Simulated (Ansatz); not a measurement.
Task: a comparison of enthalpies under pressure of two structures of Lu, with the Ansatz DFT code, driven from Python. Give the script and its output. Settings (first run): r2SCAN, PAW, cutoff 550 eV, 7×7×7 k-points, Fermi-Dirac smearing of 0.1 eV.

`lu.py`
```python
"""Pressure at which two phases of Lu cross."""

import ansatz as az
import numpy as np
import pandas as pd

FUNCTIONAL = "r2SCAN"
CUTOFF = 550
KSPACING = 0.3
OCCUPATIONS = "fermi_dirac"
SIGMA = 0.1


def sc(a_site, a):
    return (
        az.Lattice.cubic(a)
        .space_group(221)
        .atom(a_site, (0, 0, 0))
    )


def diamond(a_site, a):
    return az.Crystal.diamond(a_site, a=a)


def compute(name, crystal, pressure=0.0):
    calc = (
        crystal.calculation()
        .functional(FUNCTIONAL)
        .basis(CUTOFF)
        .kpoints(spacing=KSPACING)
        .occupations(OCCUPATIONS, width=SIGMA)
    )
    calc = calc.relax(force_tolerance=0.01, cell=True, pressure=pressure)
    return calc.run()


def volume_per_atom(outcome):
    return abs(np.linalg.det(outcome.lattice.cell_ang)) / len(outcome.lattice.sites)


def main() -> None:
    phases = {}
    phases["sc"] = sc("Lu", 3.19)
    phases["diamond"] = diamond("Lu", 6.74)

    # enthalpy per atom at each pressure
    pressures = [0, 20, 40, 60]
    enthalpy, volume = {name: [] for name in phases}, {name: [] for name in phases}
    for p in pressures:
        for name, crystal in phases.items():
            o = compute(name, crystal, pressure=p)
            volume[name].append(volume_per_atom(o))
            enthalpy[name].append(o.report["energy_sigma0_ev"] / len(o.lattice.sites) + p * volume[name][-1] / 160.21766)
    gap = np.array(enthalpy["diamond"]) - np.array(enthalpy["sc"])
    rows = [(p, va, vb, 1000 * d) for p, va, vb, d in zip(pressures, volume["sc"], volume["diamond"], gap)]
    print(pd.DataFrame(rows, columns=["P (GPa)", "V sc (A^3/atom)", "V diamond (A^3/atom)", "H(diamond) - H(sc) (meV/atom)"]).round(4).to_string(index=False))
    crossings = [p0 - g0 * (p1 - p0) / (g1 - g0) for p0, p1, g0, g1 in zip(pressures, pressures[1:], gap, gap[1:]) if g0 * g1 < 0]
    print("crossing near", [round(float(p), 1) for p in crossings], "GPa") if crossings else print("no crossing in this range")


if __name__ == "__main__":
    main()
```

```console
$ python lu.py
 P (GPa)  V sc (A^3/atom)  V diamond (A^3/atom)  H(diamond) - H(sc) (meV/atom)
       0          32.3061               49.8105                      1314.1939
      20          22.1853               23.2500                      1743.6315
      40          18.5606               19.2651                      1809.2728
      60          16.6185               17.5492                      1911.6770
no crossing in this range
```

What to keep in mind:
- At a fixed pressure a relaxation lowers the enthalpy F + PV, while F alone can rise.
- For the metals among these phases the mesh is modest: differences between phases can be off by up to 40 meV an atom.
- Only these two structures are compared, at zero temperature and with their symmetry kept; either may be hypothetical, and another phase may be lower than both. Differences under about 40 meV an atom lie within the error of mesh and functional.
- The cells are prototypes set up for this calculation and needn't exist.
- Run time: 5.5 min on 1 thread of Arm Neoverse V1 (shared host), peak memory 0.79 GiB.

(Lines on the test bed's own set-up are left out of the output.)
